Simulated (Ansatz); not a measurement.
Crystal: Ta3N.

```
Ta N
1.0
     3.03222    0.00000    0.00000
    -1.51611    2.62598    0.00000
     0.00000    0.00000    7.52414
Ta N
3 1
Cartesian
  1.5161 0.8753 6.2155
  0.0000 1.7507 1.3087
  0.0000 0.0000 3.7621
  0.0000 0.0000 0.0000
```

The cell comes from a database or a generator and needn't be the stable form of this composition.

```yaml
Program: Ansatz 0.2.0
Task: relaxation of cell and atoms
Functional: PBEsol
Potentials_or_basis: Ansatz PAW
Cutoff: "420 eV (not typed: the program's choice for these potentials)"
k_mesh: 10 × 10 × 4
Occupations: fermi-dirac, width 0.05 eV
Spin: no spin polarisation
Hubbard_terms: Ta d U = 2 eV
```

At the start: volume 14.98 Å³/atom.

Task: How do energy, volume and symmetry change on relaxing?

Result: It ends after 8 steps and the volume is 14.60 Å³/atom (-2.5 %); space group P-3m1 (No. 164, to 0.05 Å).

The path:
```csv
step,energy change (eV),largest force (eV/Å),volume (Å³)
1,0.0000,0.3259,59.91
2,-0.0350,0.1241,58.51
3,-0.0360,0.0377,58.40
4,-0.0362,0.0030,58.42
5,-0.0362,0.0002,58.42
6,-0.0344,0.0001,58.42
7,-0.0344,0.0001,58.41
8,-0.0344,0.0000,58.41
```

Final structure:
```cif
data_structure
_symmetry_space_group_name_H-M 'P 1'
_symmetry_Int_Tables_number 1
_cell_length_a 3.0002
_cell_length_b 3.0002
_cell_length_c 7.4922
_cell_angle_alpha 90.000
_cell_angle_beta 90.000
_cell_angle_gamma 120.000
_cell_volume 58.41
loop_
_atom_site_label
_atom_site_type_symbol
_atom_site_fract_x
_atom_site_fract_y
_atom_site_fract_z
_atom_site_occupancy
Ta1 Ta 0.66667 0.33333 0.82695 1
Ta2 Ta 0.33333 0.66667 0.17305 1
Ta3 Ta 0.00000 0.00000 0.50000 1
N1 N 0.00000 0.00000 0.00000 1
```

Caveat: the plane-wave basis is chosen anew once the cell has moved, so the energies of steps on either side of that aren't comparable; U without spin polarisation on a metal has little footing; the PAW data sets come from PBE, with cores solved anew for the run's functional, which leaves a small shift of forces and pressure.
